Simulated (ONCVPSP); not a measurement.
# An ONCV potential for Si, from input to tests

Aim: build the potential from the settings below, then test how well it stands in for the atom: other configurations, scattering, ghost states and the plane-wave cutoff that it needs.

The numbers are computed with ONCVPSP 4.0.1.1 (patched build) (LDA (Perdew-Wang 92), scalar-relativistic, spin-unpolarised reference atom).

## 1. Starting point

Typed settings, in words:

```
element                 : silicon (Si, Z = 14)
type                    : optimised norm-conserving Vanderbilt (ONCV)
frozen core             : [Ne]
valence charge          : 4
reference configuration : 3s2 (charge +2)
partial waves           : 3s: rc 1.55 bohr, ncon 4, nbas 7, qcut 5.3 1/bohr, 2 projectors, debl 3 Ha; p scattering state at 0.45 Ha: rc 1.45 bohr, ncon 5, nbas 8, qcut 5.2 1/bohr, local; d scattering state at 0.36 Ha: rc 1.50 bohr, ncon 4, nbas 8, qcut 6.3 1/bohr, 3 projectors, debl 2.9 Ha
local potential         : the p channel
core correction         : polynomial model core, fcfact 0.35
```

An earlier all-electron run gives the scale for the radii.

All-electron outer shells of the reference configuration (LDA (PZ), scalar-relativistic, ld1.x):

```
shell  level (eV)  outermost node (bohr)  outermost maximum (bohr)
   2p     -116.98                      –                      0.39
   3s      -28.66                   0.72                      1.69
   3p      -20.66                   0.71                      1.89
```

## 2. Generating the potential

File Si.dat:

```
# ATOM AND REFERENCE CONFIGURATION
# atsym  z   nc   nv     iexc    psfile
  Si 14.00    3    1  -001012      upf
#
#   n    l    f
    1    0    2.00
    2    0    2.00
    2    1    6.00
    3    0    2.00
#
# PSEUDOPOTENTIAL AND OPTIMIZATION
# lmax
    2
#
#   l,   rc,      ep,       ncon, nbas, qcut
    0    1.55    0.00    4    7    5.30
    1    1.45    0.45    5    8    5.20
    2    1.50    0.36    4    8    6.30
#
# LOCAL POTENTIAL
# lloc, lpopt,  rc(5),   dvloc0
    1    5    1.45    0.00
#
# VANDERBILT-KLEINMAN-BYLANDER PROJECTORs
# l, nproj, debl
    0    2    3.00
    1    0    1.10
    2    3    2.90
#
# MODEL CORE CHARGE
# icmod, fcfact, rcfact
    1    0.35    0.00
#
# LOG DERIVATIVE ANALYSIS
# epsh1, epsh2, depsh
   -3.00    5.00    0.02
#
# OUTPUT GRID
# rlmax, drl
    6.00    0.01
#
# TEST CONFIGURATIONS
# ncnf
    4
# nvcnf
#   n    l    f
    2
    3    0    2.00
    3    1    2.00
#
    2
    3    0    2.00
    3    1    1.00
#
    1
    3    0    1.00
#
    2
    3    0    2.00
    3    1    1.50
#
```

Run with:

```bash
$ oncvpsp.x < Si.dat > Si.out
```

Before running it: what results should come out? Wanted: cutoffs for 1 and 0.1 mHa per electron, occupied waves; bound ghosts; GHOST(+) flags; largest test error; largest phase difference near zero energy, channels read; rms error of d²Exc/dn², without and with the model core; projector energies reset by the program.

The runs gave:

```
                                                quantity                  value
  cutoffs for 1 and 0.1 mHa per electron, occupied waves       8.7 Ha and 12 Ha
                                            bound ghosts          d at -8.65 eV
                                          GHOST(+) flags     none at low energy
                            largest test error (AE − PS)  +240 meV, for 3s2 3p2
largest phase difference near zero energy, channels read              3.142 rad
 rms error of d²Exc/dn², without and with the model core      9.91 and 1.10 mHa
                 projector energies reset by the program            p: 0.050 Ha
```

It has a bound ghost (d), a state that the atom doesn't have, and that rules the file out. The worst unpolarised test, 3s2 3p2, is off by 240 meV on 23.9 eV; by total energies transferability rates as poor. The potential is soft on the atom at that tolerance: the looser tolerance needs 8.7 Ha. That counts occupied waves only; other projectors can need more. Near zero energy the largest phase difference among the channels read is 3.14 rad, in the d channel. A step near π is an extra or missing state, not a misfit of shape. The pseudo curves have a pole with no partner nearby in the atom's: d at -0.32 Ha. All of this concerns the isolated atom, not yet a solid.
